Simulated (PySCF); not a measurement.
# A diatomic session: InCl, part 1 of 2

One job finds the state of InCl, follows it along the bond with each method and fits the curves.

Program: PySCF 2.14.0. Level of theory: In def2-TZVPP with ECP28, Cl def2-TZVPP, scalar-relativistic core potentials. These are calculated values, not measurements.

## Step 1: The job

A driver script around PySCF takes these settings:

```json
{
  "atoms": "In, Cl",
  "charge": "0",
  "basis": "In def2-TZVPP with ECP28, Cl def2-TZVPP",
  "Hamiltonian": "scalar-relativistic core potentials",
  "basis functions": "92",
  "electrons treated": "38",
  "masses in u": "114.9039, 34.9689",
  "levels": "PBE0, PBE, r²SCAN, B2PLYP, r²SCANh, PW91, BLYP, CAM-B3LYP, HF, MP2, SCS-MP2, CCSD, CCSD(T)",
  "grid": "80 radial by 434 angular points",
  "occupations": "held fixed by the projection of orbital angular momentum",
  "dissociation limit": "In + Cl, each in its ground configuration",
  "starting distance in angstrom": "2.360",
  "values of 2S to try": "0, 2"
}
```

Started as:

```bash
> OMP_NUM_THREADS=1 python dia.py task.json out
```

The job searches for the state first and then visits each distance with every level. Its results follow level by level.

## Step 2: State search with unrestricted PBE0

Unrestricted PBE0 solutions at 2.360 Å, counted from the lowest. The search isn't exhaustive.

| 2Ms+1 | unpaired | term | E (eV) | ⟨S²⟩ | ⟨Lz²⟩ | μ (D) |
| --- | --- | --- | --- | --- | --- | --- |
| 1 | none | ¹Σ⁺ | 0.00 | 0.00 | 0.00 | -3.09 |
| 3 | σ ↑, π ↑ | ³Π | 3.39 | 2.00 | 1.00 | -2.21 |
| 1 | σ ↑, π ↓ | not assigned | 3.89 | 1.01 | 1.00 | -1.75 |
| 3 | σ ↑↑ | ³Σ⁺ | 5.40 | 2.00 | 0.00 | -0.50 |
| 3 | π ↑↑ | not assigned | 5.64 | 2.01 | 2.01 | 2.95 |
| 3 | π ↑↑ | not assigned | 5.79 | 2.01 | 2.01 | 3.05 |

6 of 7 solutions are listed, lowest first.

A term symbol stands only where ⟨S²⟩ and ⟨Lz²⟩ are near those of a pure state. A positive dipole means In(−)Cl(+).

Followed over a short scan are these candidates:

| 2Ms+1 | unpaired | R at minimum (Å) | energy at minimum (eV) |
| --- | --- | --- | --- |
| 1 | none | 2.42 | 0.00 |
| 3 | σ ↑, π ↑ | 2.37 | 3.41 |

The search made 8 SCF attempts at the starting distance; with the short scans it took 23 s of wall time (1 thread, shared host).

## Step 3: PBE0 along the bond

State followed: ¹Σ⁺ (singlet), closed shell. The scan is laid around 2.420 Å.

The SCF at the reference distance, 2.420 Å, printed:

```text
******** <class 'pyscf.dft.uks_symm.SymAdaptedUKS'> ********
method = SymAdaptedUKS
initial guess = minao
damping factor = 0
level_shift factor = 0
DIIS = <class 'pyscf.scf.diis.CDIIS'>
diis_start_cycle = 1
diis_space = 10
diis_damp = 0
SCF conv_tol = 1e-09
SCF conv_tol_grad = None
SCF max_cycles = 60
direct_scf = False
max_memory 2100 MB (current use 513 MB)
number electrons alpha = 19  beta = 19
XC library pyscf.dft.libxc version 7.0.0
    S. Lehtola, C. Steigemann, M. J.T. Oliveira, and M. A.L. Marques.,  SoftwareX 7, 1–5 (2018)
XC functionals = PBE0
    C. Adamo and V. Barone.,  J. Chem. Phys. 110, 6158 (1999)
    M. Ernzerhof and G. E. Scuseria.,  J. Chem. Phys. 110, 5029 (1999)
small_rho_cutoff = 0
Overwritten attributes  get_j get_k get_jk get_hcore get_occ  of <class 'pyscf.dft.uks_symm.SymAdaptedUKS'>
Set gradient conv threshold to 3.16228e-05
init E= -650.263409506285
cycle= 1 E= -650.279315169758  delta_E= -0.0159  |g|= 0.0201  |ddm|= 0.0674
cycle= 2 E= -650.279187861207  delta_E= 0.000127  |g|= 0.0275  |ddm|= 0.0568
cycle= 3 E= -650.279564166142  delta_E= -0.000376  |g|= 0.00239  |ddm|= 0.0288
cycle= 4 E= -650.279565718477  delta_E= -1.55e-06  |g|= 0.000815  |ddm|= 0.00276
cycle= 5 E= -650.279566117592  delta_E= -3.99e-07  |g|= 9.6e-05  |ddm|= 0.00112
cycle= 6 E= -650.279566121195  delta_E= -3.6e-09  |g|= 1.81e-05  |ddm|= 0.000138
cycle= 7 E= -650.279566121317  delta_E= -1.22e-10  |g|= 3.63e-06  |ddm|= 3.07e-05
Extra cycle  E= -650.279566121319  delta_E= -1.82e-12  |g|= 3.44e-06  |ddm|= 8.92e-06
converged SCF energy = -650.279566121319  <S^2> = -1.0658141e-14  2S+1 = 1
```

The curve and what changes along it:

| R (Å) | E (eV) | μ (D) | Mulliken charge of In (e) | Mayer bond order | ⟨S²⟩ | HOMO (eV) | LUMO (eV) |
| --- | --- | --- | --- | --- | --- | --- | --- |
| 2.0812 | 0.8713 | -1.09 | 0.33 | 1.15 | 0.00 | -6.69 | -1.36 |
| 2.1780 | 0.3768 | -1.77 | 0.38 | 1.07 | 0.00 | -6.89 | -1.49 |
| 2.2748 | 0.1132 | -2.47 | 0.42 | 1.01 | 0.00 | -7.07 | -1.61 |
| 2.3474 | 0.0231 | -2.99 | 0.44 | 0.97 | 0.00 | -7.18 | -1.70 |
| 2.4200 | 0.0000 | -3.52 | 0.47 | 0.93 | 0.00 | -7.27 | -1.80 |
| 2.4926 | 0.0270 | -4.04 | 0.49 | 0.90 | 0.00 | -7.34 | -1.89 |
| 2.5894 | 0.1187 | -4.72 | 0.51 | 0.86 | 0.00 | -7.38 | -2.01 |
| 2.7104 | 0.2922 | -5.55 | 0.53 | 0.83 | 0.00 | -7.37 | -2.17 |
| 2.8556 | 0.5482 | -6.52 | 0.56 | 0.79 | 0.00 | -7.14 | -2.34 |
| 3.0492 | 0.9202 | -7.75 | 0.58 | 0.74 | 0.00 | -6.75 | -2.57 |

Constants from the curve: Re = 2.414 Å, ωe = 313 cm⁻¹, ωexe = 1.01 cm⁻¹, αe = 0.000507 cm⁻¹, Be = 0.1079 cm⁻¹, De = 4.58 eV, μ = -3.47 D.

Orbitals nearest the gap at 2.420 Å:

| spin | orbital | ε (eV) | filled | made of |
| --- | --- | --- | --- | --- |
| both | δ | -21.53 | yes | In d 100 % |
| both | π | -21.36 | yes | In d 100 % |
| both | π | -21.36 | yes | In d 100 % |
| both | σ | -20.58 | yes | Cl s 53 %, In d 45 % |
| both | σ | -10.70 | yes | In s 51 %, Cl p 45 % |
| both | π | -8.25 | yes | Cl p 94 % |
| both | π | -8.25 | yes | Cl p 94 % |
| both | σ | -7.27 | yes | In s 44 %, Cl p 40 %, In p 15 % |
| both | π | -1.80 | no | In p 96 % |
| both | π | -1.80 | no | In p 96 % |
| both | σ | -0.04 | no | In p 82 %, In d 9 % |

Polarisability there: 70.1 bohr³ along the bond, 44.0 across it. Without diffuse functions these come out too small, above all across the bond.

## Step 4: Fields at the reference distance

Orbitals, density, ELF and potential are computed afterwards from the orbital file.

Frontier orbitals at PBE0, with the share of their density that lies nearest to each atom:

| orbital | energy (eV) | lies on |
| --- | --- | --- |
| HOMO | -7.27 | In1 60 %; Cl2 40 % |
| LUMO | -1.80 | In1 90 %; Cl2 10 % |

ELF in a plane through or near 2 of the atoms.

Values, 10 rows by 14 columns:
```
0.00 0.00 0.05 0.15 0.15 0.06 0.01 0.01 0.02 0.02 0.01 0.00 0.00 0.00
0.00 0.21 0.71 0.71 0.57 0.26 0.05 0.06 0.21 0.26 0.16 0.07 0.01 0.00
0.07 0.75 0.85 0.72 0.54 0.33 0.12 0.15 0.51 0.59 0.46 0.26 0.06 0.00
0.48 0.92 0.83 0.42 0.27 0.27 0.16 0.41 0.81 0.86 0.79 0.60 0.20 0.02
0.77 0.93 0.71 0.33 0.72 0.74 0.29 0.57 0.53 0.22 0.84 0.77 0.34 0.04
0.81 0.93 0.68 0.37 0.78 0.23 0.37 0.59 0.28 0.86 0.74 0.79 0.37 0.05
0.67 0.93 0.77 0.32 0.43 0.55 0.20 0.52 0.83 0.73 0.86 0.71 0.28 0.03
0.24 0.88 0.85 0.60 0.36 0.25 0.16 0.27 0.69 0.76 0.66 0.44 0.12 0.01
0.03 0.60 0.83 0.74 0.58 0.33 0.10 0.11 0.41 0.48 0.35 0.18 0.03 0.00
0.00 0.04 0.32 0.50 0.41 0.15 0.02 0.02 0.09 0.10 0.06 0.02 0.00 0.00
```
The map spans 7.6 Å across and 5.2 Å up, centred on the molecule. Atoms in the plane (x, y in Å): In1 (-1.2, 0.0), Cl2 (1.2, 0.0).

log10 of the density (e/Å³) in the same plane.

Ten even steps from ' ' (-4.0) to '@' (3.4):
```
      ......................................            
    ......::::::::::::::::::::::::::::::........        
  ....::::::::::::::::::::::::::::::::::::::::....      
....::::::----------------------------------::::....    
....::::::----------------------------------::::::..    
..::::::------==========------============----::::....  
..::::----========++++============++++======----::::..  
::::------====++++****++++====++++++++++++====----::....
::::----====++++**####**++==++++++****++++++==----::....
::::----====++**##******++++++++**@@@@**++++====--::::..
::::----====++**##******++++++++**@@@@**++++====--::::..
::::----====++++**####**++==++++++****++++++==----::....
::::------====++++****++++====++++++++++++====----::....
..::::----========++++============++++======----::::..  
..::::::------==========------============----::::....  
....::::::----------------------------------::::::..    
....::::::----------------------------------::::....    
  ....::::::::::::::::::::::::::::::::::::::::....      
    ......::::::::::::::::::::::::::::::........        
      ......................................            
```
The map spans 7.6 Å across and 5.2 Å up, centred on the molecule. Atoms in the plane (x, y in Å): In1 (-1.2, 0.0), Cl2 (1.2, 0.0).

On the surface of density 0.002 e/bohr³ the electrostatic potential runs, from the 1st to the 99th percentile, from -1.13 V near Cl2 to 1.91 V near In1.

Core electrons inside the core potentials are missing from the density.

## Step 5: Excited determinants

State 2: ³Π (triplet), unpaired electrons σ ↑, π ↑, an excited solution.

The SCF at the reference distance, 2.420 Å, printed:

```text
[... 13 set-up lines left out, the same as in an earlier log ...]
max_memory 2100 MB (current use 574 MB)
number electrons alpha = 20  beta = 18
[... 7 set-up lines left out, the same as in an earlier log ...]
init E= -650.135248587814
cycle= 1 E= -650.15349713507  delta_E= -0.0182  |g|= 0.0163  |ddm|= 0.0557
cycle= 2 E= -650.153460920685  delta_E= 3.62e-05  |g|= 0.0211  |ddm|= 0.0545
cycle= 3 E= -650.153662678608  delta_E= -0.000202  |g|= 0.00256  |ddm|= 0.026
cycle= 4 E= -650.153665810696  delta_E= -3.13e-06  |g|= 0.00144  |ddm|= 0.00683
cycle= 5 E= -650.15366763484  delta_E= -1.82e-06  |g|= 0.000285  |ddm|= 0.00255
cycle= 6 E= -650.153667940206  delta_E= -3.05e-07  |g|= 6.64e-05  |ddm|= 0.00281
cycle= 7 E= -650.153667945808  delta_E= -5.6e-09  |g|= 1.8e-05  |ddm|= 0.000286
cycle= 8 E= -650.153667945983  delta_E= -1.75e-10  |g|= 5.18e-06  |ddm|= 2.67e-05
Extra cycle  E= -650.153667945997  delta_E= -1.33e-11  |g|= 3.83e-06  |ddm|= 1.17e-05
converged SCF energy = -650.153667945997  <S^2> = 2.0050701  2S+1 = 3.0033781
```

Re = 2.356 Å, ωe = 323 cm⁻¹, ωexe = 1.97 cm⁻¹, αe = 0.000710 cm⁻¹, Be = 0.1133 cm⁻¹, μ = -2.20 D. Its minimum lies 3.41 eV above that of the lowest state.

Energy (eV) from the lowest point of the lowest state:

| R (Å) | lowest | state 2 |
| --- | --- | --- |
| 2.081 | 0.871 | 4.027 |
| 2.178 | 0.377 | 3.627 |
| 2.275 | 0.113 | 3.446 |
| 2.347 | 0.023 | 3.407 |
| 2.420 | 0.000 | 3.426 |
| 2.493 | 0.027 | 3.483 |
| 2.589 | 0.119 | 3.596 |
| 2.710 | 0.292 | 3.762 |
| 2.856 | 0.548 | 3.958 |
| 3.049 | 0.920 | 4.175 |

## Step 6: PBE (GGA)

Log of the SCF at 2.420 Å:

```text
[... 17 set-up lines left out, the same as in an earlier log ...]
XC functionals = PBE
    J. P. Perdew, K. Burke, and M. Ernzerhof.,  Phys. Rev. Lett. 77, 3865 (1996)
    J. P. Perdew, K. Burke, and M. Ernzerhof.,  Phys. Rev. Lett. 78, 1396 (1997)
    J. P. Perdew, K. Burke, and M. Ernzerhof.,  Phys. Rev. Lett. 77, 3865 (1996)
    J. P. Perdew, K. Burke, and M. Ernzerhof.,  Phys. Rev. Lett. 78, 1396 (1997)
[... 2 set-up lines left out, the same as in an earlier log ...]
init E= -650.246132248005
cycle= 1 E= -650.247769980732  delta_E= -0.00164  |g|= 0.031  |ddm|= 0.229
cycle= 2 E= -650.246989083658  delta_E= 0.000781  |g|= 0.0466  |ddm|= 0.0946
cycle= 3 E= -650.248179112592  delta_E= -0.00119  |g|= 0.0112  |ddm|= 0.0568
cycle= 4 E= -650.248232318799  delta_E= -5.32e-05  |g|= 0.0012  |ddm|= 0.0154
cycle= 5 E= -650.248233395742  delta_E= -1.08e-06  |g|= 0.000246  |ddm|= 0.00272
cycle= 6 E= -650.248233433648  delta_E= -3.79e-08  |g|= 5.76e-05  |ddm|= 0.000295
cycle= 7 E= -650.24823343494  delta_E= -1.29e-09  |g|= 7.71e-06  |ddm|= 8.06e-05
cycle= 8 E= -650.248233434965  delta_E= -2.44e-11  |g|= 3.25e-06  |ddm|= 1.45e-05
Extra cycle  E= -650.248233434959  delta_E= 5.91e-12  |g|= 4.4e-06  |ddm|= 7.48e-06
converged SCF energy = -650.248233434959  <S^2> = -1.4210855e-14  2S+1 = 1
```

Re = 2.436 Å, ωe = 302 cm⁻¹, ωexe = 0.983 cm⁻¹, αe = 0.000503 cm⁻¹, Be = 0.1060 cm⁻¹, De = 4.69 eV, μ = -3.45 D.

## Step 7: r²SCAN

The SCF at the reference distance, 2.420 Å, printed:

```text
[... 17 set-up lines left out, the same as in an earlier log ...]
XC functionals = R2SCAN
    J. W. Furness, A. D. Kaplan, J. Ning, J. P. Perdew, and J. Sun.,  J. Phys. Chem. Lett. 11, 8208-8215 (2020)
    J. W. Furness, A. D. Kaplan, J. Ning, J. P. Perdew, and J. Sun.,  J. Phys. Chem. Lett. 11, 9248-9248 (2020)
    J. W. Furness, A. D. Kaplan, J. Ning, J. P. Perdew, and J. Sun.,  J. Phys. Chem. Lett. 11, 8208-8215 (2020)
    J. W. Furness, A. D. Kaplan, J. Ning, J. P. Perdew, and J. Sun.,  J. Phys. Chem. Lett. 11, 9248-9248 (2020)
[... 2 set-up lines left out, the same as in an earlier log ...]
init E= -650.469135589772
cycle= 1 E= -650.469789624101  delta_E= -0.000654  |g|= 0.0142  |ddm|= 0.192
cycle= 2 E= -650.469509715423  delta_E= 0.00028  |g|= 0.0261  |ddm|= 0.0497
cycle= 3 E= -650.469932662096  delta_E= -0.000423  |g|= 0.00179  |ddm|= 0.0297
cycle= 4 E= -650.469934005086  delta_E= -1.34e-06  |g|= 0.000597  |ddm|= 0.0027
cycle= 5 E= -650.469934158334  delta_E= -1.53e-07  |g|= 7.29e-05  |ddm|= 0.000615
cycle= 6 E= -650.469934160382  delta_E= -2.05e-09  |g|= 3.37e-05  |ddm|= 0.000148
cycle= 7 E= -650.469934160853  delta_E= -4.72e-10  |g|= 3.31e-06  |ddm|= 5.84e-05
Extra cycle  E= -650.469934160852  delta_E= 1.25e-12  |g|= 4.44e-06  |ddm|= 1.08e-05
converged SCF energy = -650.469934160852  <S^2> = -7.1054274e-15  2S+1 = 1
```

Re = 2.412 Å, ωe = 316 cm⁻¹, ωexe = 1.01 cm⁻¹, αe = 0.000500 cm⁻¹, Be = 0.1081 cm⁻¹, De = 4.67 eV, μ = -3.33 D.

## Step 8: B2PLYP

Output of the SCF at 2.420 Å:

```text
[... 13 set-up lines left out, the same as in an earlier log ...]
max_memory 2100 MB (current use 575 MB)
[... 3 set-up lines left out, the same as in an earlier log ...]
XC functionals = 0.53*HF + 0.47*B88, 0.73*LYP
    A. D. Becke.,  Phys. Rev. A 38, 3098 (1988)
    C. Lee, W. Yang, and R. G. Parr.,  Phys. Rev. B 37, 785 (1988)
    B. Miehlich, A. Savin, H. Stoll, and H. Preuss.,  Chem. Phys. Lett. 157, 200 (1989)
[... 2 set-up lines left out, the same as in an earlier log ...]
init E= -649.941808491458
cycle= 1 E= -649.943616665365  delta_E= -0.00181  |g|= 0.0156  |ddm|= 0.187
cycle= 2 E= -649.943677800574  delta_E= -6.11e-05  |g|= 0.00815  |ddm|= 0.0516
cycle= 3 E= -649.943699737111  delta_E= -2.19e-05  |g|= 0.00136  |ddm|= 0.00888
cycle= 4 E= -649.943700589288  delta_E= -8.52e-07  |g|= 0.000442  |ddm|= 0.00284
cycle= 5 E= -649.943700681998  delta_E= -9.27e-08  |g|= 0.00011  |ddm|= 0.00108
cycle= 6 E= -649.943700689864  delta_E= -7.87e-09  |g|= 1.93e-05  |ddm|= 0.000214
cycle= 7 E= -649.943700690176  delta_E= -3.11e-10  |g|= 6.87e-06  |ddm|= 3.56e-05
Extra cycle  E= -649.943700690196  delta_E= -2.06e-11  |g|= 5.38e-06  |ddm|= 1.3e-05
converged SCF energy = -649.943700690196  <S^2> = -1.7763568e-14  2S+1 = 1
```

Re = 2.423 Å, ωe = 312 cm⁻¹, ωexe = 1.01 cm⁻¹, αe = 0.000503 cm⁻¹, Be = 0.1071 cm⁻¹, De = 4.54 eV, μ = -3.65 D.

## Step 9: r²SCANh (hybrid meta-GGA)

Log of the SCF at 2.420 Å:

```text
[... 17 set-up lines left out, the same as in an earlier log ...]
XC functionals = HYB_MGGA_XC_R2SCANH
    M. Bursch, H. Neugebauer, S. Ehlert, and S. Grimme.,  J. Chem. Phys. 156, 134105 (2022)
[... 2 set-up lines left out, the same as in an earlier log ...]
init E= -650.453826840107
cycle= 1 E= -650.454257916223  delta_E= -0.000431  |g|= 0.0117  |ddm|= 0.122
cycle= 2 E= -650.454210030908  delta_E= 4.79e-05  |g|= 0.0146  |ddm|= 0.0319
cycle= 3 E= -650.454316262659  delta_E= -0.000106  |g|= 0.00209  |ddm|= 0.0201
cycle= 4 E= -650.454317701743  delta_E= -1.44e-06  |g|= 0.000537  |ddm|= 0.00223
cycle= 5 E= -650.454317854996  delta_E= -1.53e-07  |g|= 5.14e-05  |ddm|= 0.000586
cycle= 6 E= -650.454317856056  delta_E= -1.06e-09  |g|= 3.14e-05  |ddm|= 0.000117
cycle= 7 E= -650.454317856463  delta_E= -4.06e-10  |g|= 2.93e-06  |ddm|= 4.93e-05
Extra cycle  E= -650.454317856462  delta_E= 3.41e-13  |g|= 3.13e-06  |ddm|= 1.12e-05
converged SCF energy = -650.454317856462  <S^2> = -1.4210855e-14  2S+1 = 1
```

Re = 2.407 Å, ωe = 318 cm⁻¹, ωexe = 1.01 cm⁻¹, αe = 0.000501 cm⁻¹, Be = 0.1085 cm⁻¹, De = 4.61 eV, μ = -3.36 D. 31 s of CPU time for 12 points, integrals apart.

## Step 10: PW91

The SCF at the reference distance, 2.420 Å, printed:

```text
[... 17 set-up lines left out, the same as in an earlier log ...]
XC functionals = PW91,PW91
    J. P. Perdew. In P. Ziesche and H. Eschrig, editors, Proceedings of the 75. WE-Heraeus-Seminar and 21st Annual International Symposium on Electronic Structure of Solids, 11. Berlin, 1991. Akademie Verlag.
    J. P. Perdew, J. A. Chevary, S. H. Vosko, K. A. Jackson, M. R. Pederson, D. J. Singh, and C. Fiolhais.,  Phys. Rev. B 46, 6671 (1992)
    J. P. Perdew, J. A. Chevary, S. H. Vosko, K. A. Jackson, M. R. Pederson, D. J. Singh, and C. Fiolhais.,  Phys. Rev. B 48, 4978 (1993)
    J. P. Perdew. In P. Ziesche and H. Eschrig, editors, Proceedings of the 75. WE-Heraeus-Seminar and 21st Annual International Symposium on Electronic Structure of Solids, 11. Berlin, 1991. Akademie Verlag.
    J. P. Perdew, J. A. Chevary, S. H. Vosko, K. A. Jackson, M. R. Pederson, D. J. Singh, and C. Fiolhais.,  Phys. Rev. B 46, 6671 (1992)
    J. P. Perdew, J. A. Chevary, S. H. Vosko, K. A. Jackson, M. R. Pederson, D. J. Singh, and C. Fiolhais.,  Phys. Rev. B 48, 4978 (1993)
[... 2 set-up lines left out, the same as in an earlier log ...]
init E= -650.502429581302
cycle= 1 E= -650.504648268499  delta_E= -0.00222  |g|= 0.025  |ddm|= 0.279
cycle= 2 E= -650.504257447169  delta_E= 0.000391  |g|= 0.0345  |ddm|= 0.0771
cycle= 3 E= -650.504910106409  delta_E= -0.000653  |g|= 0.0106  |ddm|= 0.0443
cycle= 4 E= -650.504955158249  delta_E= -4.51e-05  |g|= 0.00178  |ddm|= 0.0136
cycle= 5 E= -650.504957527698  delta_E= -2.37e-06  |g|= 0.000147  |ddm|= 0.00326
cycle= 6 E= -650.504957539341  delta_E= -1.16e-08  |g|= 4.41e-05  |ddm|= 0.000202
cycle= 7 E= -650.504957540216  delta_E= -8.75e-10  |g|= 3.51e-06  |ddm|= 5.93e-05
Extra cycle  E= -650.504957540215  delta_E= 1.48e-12  |g|= 3.76e-06  |ddm|= 1.02e-05
converged SCF energy = -650.504957540215  <S^2> = -1.7763568e-14  2S+1 = 1
```

Re = 2.434 Å, ωe = 303 cm⁻¹, ωexe = 0.984 cm⁻¹, αe = 0.000503 cm⁻¹, Be = 0.1062 cm⁻¹, De = 4.72 eV, μ = -3.45 D. 11 s of CPU time for 12 points, integrals apart.

## Step 11: BLYP

Output of the SCF at 2.420 Å:

```text
[... 17 set-up lines left out, the same as in an earlier log ...]
XC functionals = BLYP
[... 5 set-up lines left out, the same as in an earlier log ...]
init E= -650.392898338698
cycle= 1 E= -650.396239265985  delta_E= -0.00334  |g|= 0.0301  |ddm|= 0.346
cycle= 2 E= -650.395572405746  delta_E= 0.000667  |g|= 0.0442  |ddm|= 0.102
cycle= 3 E= -650.396627317468  delta_E= -0.00105  |g|= 0.0128  |ddm|= 0.0587
cycle= 4 E= -650.396689065695  delta_E= -6.17e-05  |g|= 0.00244  |ddm|= 0.0172
cycle= 5 E= -650.396693673932  delta_E= -4.61e-06  |g|= 0.000288  |ddm|= 0.00415
cycle= 6 E= -650.396693711904  delta_E= -3.8e-08  |g|= 0.000146  |ddm|= 0.000436
cycle= 7 E= -650.396693720353  delta_E= -8.45e-09  |g|= 3.45e-06  |ddm|= 0.000159
cycle= 8 E= -650.396693720358  delta_E= -5e-12  |g|= 1.63e-06  |ddm|= 6.88e-06
Extra cycle  E= -650.396693720359  delta_E= -1.14e-12  |g|= 1.59e-06  |ddm|= 2.8e-06
converged SCF energy = -650.396693720359  <S^2> = -1.0658141e-14  2S+1 = 1
```

Re = 2.467 Å, ωe = 290.1 cm⁻¹, ωexe = 0.958 cm⁻¹, αe = 0.000498 cm⁻¹, Be = 0.1033 cm⁻¹, De = 4.51 eV, μ = -3.66 D. 12 s of CPU time for 12 points, integrals apart.

## Step 12: CAM-B3LYP (range-separated hybrid)

The SCF at the reference distance, 2.420 Å, printed:

```text
[... 17 set-up lines left out, the same as in an earlier log ...]
XC functionals = CAMB3LYP
    T. Yanai, D. P. Tew, and N. C. Handy.,  Chem. Phys. Lett. 393, 51 (2004)
[... 2 set-up lines left out, the same as in an earlier log ...]
init E= -650.423116577318
cycle= 1 E= -650.424012050924  delta_E= -0.000895  |g|= 0.012  |ddm|= 0.138
cycle= 2 E= -650.424026540513  delta_E= -1.45e-05  |g|= 0.0101  |ddm|= 0.0337
cycle= 3 E= -650.424061697275  delta_E= -3.52e-05  |g|= 0.000787  |ddm|= 0.0124
cycle= 4 E= -650.424062058191  delta_E= -3.61e-07  |g|= 0.000343  |ddm|= 0.00199
cycle= 5 E= -650.424062110223  delta_E= -5.2e-08  |g|= 5.23e-05  |ddm|= 0.000563
cycle= 6 E= -650.424062111745  delta_E= -1.52e-09  |g|= 1.56e-05  |ddm|= 0.000131
cycle= 7 E= -650.424062111868  delta_E= -1.23e-10  |g|= 3.73e-06  |ddm|= 4.38e-05
Extra cycle  E= -650.424062111873  delta_E= -4.55e-12  |g|= 3.43e-06  |ddm|= 9.89e-06
converged SCF energy = -650.424062111873  <S^2> = -7.1054274e-15  2S+1 = 1
```

Re = 2.415 Å, ωe = 314 cm⁻¹, ωexe = 1.01 cm⁻¹, αe = 0.000505 cm⁻¹, Be = 0.1078 cm⁻¹, De = 4.50 eV, μ = -3.57 D. 40 s of CPU time for 12 points, integrals apart.

## Step 13: RHF

Log of the SCF at 2.420 Å:

```text
******** <class 'pyscf.scf.hf_symm.SymAdaptedRHF'> ********
method = SymAdaptedRHF
[... 11 set-up lines left out, the same as in an earlier log ...]
max_memory 2100 MB (current use 650 MB)
Overwritten attributes  get_j get_k get_jk get_hcore get_occ  of <class 'pyscf.scf.hf_symm.SymAdaptedRHF'>
[... 1 set-up line left out, the same as in an earlier log ...]
init E= -648.796319725528
cycle= 1 E= -648.810858837537  delta_E= -0.0145  |g|= 0.0545  |ddm|= 0.752
cycle= 2 E= -648.81174334492  delta_E= -0.000885  |g|= 0.0149  |ddm|= 0.237
cycle= 3 E= -648.811846614986  delta_E= -0.000103  |g|= 0.00644  |ddm|= 0.0468
cycle= 4 E= -648.811864289319  delta_E= -1.77e-05  |g|= 0.00118  |ddm|= 0.0302
cycle= 5 E= -648.811865759587  delta_E= -1.47e-06  |g|= 0.000389  |ddm|= 0.00644
cycle= 6 E= -648.811865876983  delta_E= -1.17e-07  |g|= 0.000133  |ddm|= 0.00118
cycle= 7 E= -648.811865893389  delta_E= -1.64e-08  |g|= 2.71e-05  |ddm|= 0.000388
cycle= 8 E= -648.811865894003  delta_E= -6.14e-10  |g|= 7.26e-06  |ddm|= 6.51e-05
Extra cycle  E= -648.811865894028  delta_E= -2.5e-11  |g|= 3.2e-06  |ddm|= 1.35e-05
converged SCF energy = -648.811865894028
```

Re = 2.430 Å, ωe = 311 cm⁻¹, ωexe = 1.07 cm⁻¹, αe = 0.000520 cm⁻¹, Be = 0.1065 cm⁻¹, De = 3.40 eV, μ = -3.64 D. 5.3 s of CPU time for 12 points, integrals apart.

(Continued in part 2 of 2.)
